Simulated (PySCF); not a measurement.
# CrNH2ClO2 (SMILES [NH2][Cr](=[O])(=[O])[Cl]) at 3 levels

Wanted: a comparison of 3 runs (HF/def2-SVPD, PBE0/def2-SVP, CCSD/6-31G**) of CrNH2ClO2. Input form: a Python script.

The results are computed with PySCF 2.14.0.

## Step 1: Starting point

CrNH2ClO2: 7 atoms, total charge 0, spin state singlet. SMILES: `[NH2][Cr](=[O])(=[O])[Cl]`. Geometry: a GFN2-xTB relaxation, a rough one for these elements and not checked as a minimum. This is one conformer, not always the lowest.

Bond lengths: N1–Cr2 1.803 Å, Cr2–O3 1.547 Å, Cr2–O4 1.547 Å, Cr2–Cl5 2.043 Å, N1–H6 1.019 Å, N1–H7 1.018 Å. Angles: N1–Cr2–O3 106.5°, N1–Cr2–O4 106.5°, N1–Cr2–Cl5 106.6°, O3–Cr2–O4 121.2°, O3–Cr2–Cl5 107.6°, O4–Cr2–Cl5 107.6°, Cr2–N1–H6 125.0°, Cr2–N1–H7 125.4°, H6–N1–H7 108.8°.

## Step 2: Energy and gradient at HF/def2-SVPD (run 1)

input.xyz

```xyz
7
ClCrH2NO2
N     -0.826980     0.501870     0.466950
Cr     0.531420    -0.447140    -0.242730
O      1.535970    -0.701080     0.906050
O     -0.110580    -1.621260    -1.018760
Cl     1.444420     0.770080    -1.605770
H     -0.777250     1.032320     1.335390
H     -1.797010     0.465210     0.158880
```

calc.py

```python
# [NH2][Cr](=[O])(=[O])[Cl]
import pyscf.grad
from pyscf import gto, scf

system = gto.M(
    atom='input.xyz',
    verbose=4,
    basis='def2-svpd',
    max_memory=1860,
)

mf = scf.RHF(system)
mf.conv_tol = 1e-10
mf.kernel()
if not mf.converged:
    mf = mf.newton().run(mf.mo_coeff, mf.mo_occ)

energy = mf.e_tot
print('E(%s) = %.9f' % ('HF', energy))
grad = mf.Gradients().kernel()
dip = mf.dip_moment()
pop, q = mf.mulliken_pop()
```

On the command line:

```console
$ OMP_NUM_THREADS=1 python calc.py
```

The program printed:

```text
PySCF version 2.14.0

[... 89 lines left out ...]
converged SCF energy = -1707.44753579661
[... 14 lines left out ...]
Dipole moment(X, Y, Z, Debye): -2.60963,  1.94525,  1.30868
[... 151 lines left out ...]
charge of    6H =      0.08406
```

Run time: 44 s. Hardware: 1 thread of Intel Xeon at 2.70GHz, shared host; peak memory 0.52 GiB.

## Step 3: Energy and forces at PBE0/def2-SVP (run 2)

run.py

```python
import pyscf.grad
from pyscf import gto, dft

mol = gto.Mole()
mol.atom = '''
N     -0.826980     0.501870     0.466950
Cr     0.531420    -0.447140    -0.242730
O      1.535970    -0.701080     0.906050
O     -0.110580    -1.621260    -1.018760
Cl     1.444420     0.770080    -1.605770
H     -0.777250     1.032320     1.335390
H     -1.797010     0.465210     0.158880
'''
mol.charge = 0
mol.basis = 'def2-svp'
mol.max_memory = 1860
mol.verbose = 4
mol.build()

mf = dft.RKS(mol, xc='pbe0')
mf.conv_tol = 1e-10
mf.grids.level = 5
mf.kernel()
if not mf.converged:
    mf = mf.newton().run(mf.mo_coeff, mf.mo_occ)

energy = mf.e_tot
print(f'total energy: {energy:.8f} hartree')
grad = mf.Gradients().kernel()
mf.analyze()
```

On the command line:

```console
$ OMP_NUM_THREADS=1 python run.py
```

The program printed:

```text
PySCF version 2.14.0

[... 112 lines left out ...]
MO #6   energy= -21.3245035933699  occ= 2
[... 18 lines left out ...]
MO #25  energy= -0.464887824723559 occ= 2
[... 18 lines left out ...]
MO #44  energy= 0.278610272652072  occ= 0
[... 18 lines left out ...]
MO #63  energy= 1.01799891339147   occ= 0
[... 18 lines left out ...]
MO #82  energy= 2.43320370690759   occ= 0
[... 18 lines left out ...]
MO #101 energy= 3.40940283083809   occ= 0
[... 111 lines left out ...]
Dipole moment(X, Y, Z, Debye): -2.74901,  1.94275,  1.43011
```

It took 63 s on 1 thread of Intel Xeon at 2.70GHz, shared host; peak memory 1 GiB.

## Step 4: A single-point energy at CCSD/6-31G(d,p) (spherical functions) (run 3)

job.py

```python
from pyscf import gto, cc

molecule = gto.M(
    atom='''
N       -0.826980       0.501870       0.466950
Cr       0.531420      -0.447140      -0.242730
O        1.535970      -0.701080       0.906050
O       -0.110580      -1.621260      -1.018760
Cl       1.444420       0.770080      -1.605770
H       -0.777250       1.032320       1.335390
H       -1.797010       0.465210       0.158880
''',
    basis='6-31g**',
    verbose=3,
    charge=0,
    spin=0,
    max_memory=1860,
)

mf = molecule.RHF()
mf.conv_tol = 1e-10
mf.kernel()
if not mf.converged:
    mf = mf.newton().run(mf.mo_coeff, mf.mo_occ)

mycc = cc.CCSD(mf, frozen=13)
mycc.kernel()
etot = mycc.e_tot
print('Final energy', etot)
mf.analyze()
```

On the command line:

```console
$ OMP_NUM_THREADS=1 python job.py
```

The program printed:

```text
converged SCF energy = -1707.78241360157
[... 16 lines left out ...]
MO #14  energy= -3.78576095016707  occ= 2
[... 17 lines left out ...]
MO #32  energy= -0.467954251360051 occ= 2
[... 17 lines left out ...]
MO #50  energy= 0.672115033330845  occ= 0
[... 17 lines left out ...]
MO #68  energy= 1.34286806926305   occ= 0
[... 17 lines left out ...]
MO #86  energy= 2.18765587293359   occ= 0
[... 17 lines left out ...]
MO #104 energy= 3.80870554659217   occ= 0
[... 8 lines left out ...]
Dipole moment(X, Y, Z, Debye): -2.80292,  1.70241,  1.59133
```

It took 1.7 min on 1 thread of Intel Xeon at 2.70GHz, shared host; peak memory 0.79 GiB.

## Step 5: The series

| run | level | integration grid | task | energy (Eh) | dipole moment (D) of the reference | HOMO energy (eV) | LUMO energy (eV) | wall time |
| --- | --- | --- | --- | --- | --- | --- | --- | --- |
| 1 | HF/def2-SVPD | – | gradient | -1707.447536 | 3.51 | -11.75 | -0.67 | 44 s |
| 2 | PBE0/def2-SVP | 5 | gradient | -1710.083016 | 3.66 | -8.44 | -3.96 | 63 s |
| 3 | CCSD/6-31G** (spherical functions) | – | energy | -1708.995474 | 3.65 | -11.67 | -0.40 | 1.7 min |

## Step 6: Outcome

| quantity | value |
| --- | --- |
| run 3: total energy | -1708.99547 Eh |
| run 3: dipole moment (Hartree–Fock density) | 3.65 D |
| run 3: HOMO energy (Hartree–Fock orbitals) | -11.67 eV |
| run 3: LUMO energy (Hartree–Fock orbitals) | -0.40 eV |
| run 3: HOMO–LUMO gap (Hartree–Fock orbitals) | 11.26 eV |
| run 3: correlation energy (13 core orbitals frozen) | -1213.1 mEh |
| run 3: T1 diagnostic | 0.032 |

What this shows: In run 3 the T1 diagnostic is large, so a single reference may not serve. All runs together took 3.5 min, the longest 1.7 min.
